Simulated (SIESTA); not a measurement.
Ti2Rh under changes of volume

One of the cells (15.543 Å³/atom); the others are scaled copies at fixed shape and fractional positions:

```
Rh Ti
1.0
    -1.53610    1.53610    4.94047
     1.53610   -1.53610    4.94047
     1.53610    1.53610   -4.94047
Rh Ti
1 2
Direct
  0.00000 0.00000 0.00000
  0.33842 0.33842 0.00000
  0.66158 0.66158 0.00000
```

The cell comes from a database or a generator and needn't be the stable form of this composition.

* Program: SIESTA 5.4.2
* Functional: PBEsol
* Potentials or basis: PseudoDojo 0.4 standard (PBEsol files)
* Basis: DZP (energy shift 0.003 Ry; two zetas on semicore shells)
* Grid cutoff: 800 Ry
* Energy shift: 0.003 Ry
* k mesh: 12 × 12 × 12
* Occupations: fermi-dirac, width 0.05 eV
* Spin: no spin polarisation

| volume (Å³/atom) | energy over the lowest point (meV/atom) | pressure (GPa) | largest force (eV/Å) |
| --- | --- | --- | --- |
| 14.324 | 15.36 | 8.5 | 0.278 |
| 14.629 | 3.80 | 4.1 | 0.185 |
| 14.934 | 0.00 | 0.1 | 0.107 |
| 15.543 | ? | ? | ? |
| 15.848 | 28.88 | -9.6 | 0.095 |
| 16.153 | 49.75 | -12.2 | 0.144 |

Problem. What does the run at 15.543 Å³/atom give?

Solution. Energy over the lowest point 13.29 meV/atom; pressure -6.7 GPa; largest force 0.038 eV/Å.

Worked out: A Birch-Murnaghan fit of order 3 (a polynomial in V^(-2/3)) to the other rows has its minimum at 14.94 Å³/atom with B0 = V·E''(V) = 183 GPa and B' = 4.0 at fixed shape and positions, which overstates the stiffness. It gives 13.23 meV/atom at 15.543 Å³/atom, against the run's 13.29, and -dE/dV = -6.7 GPa, against -6.7.

Energies are extrapolated to zero smearing.

Caveats: the basis of atomic orbitals isn't converged, which shifts pressures, moduli and gaps.
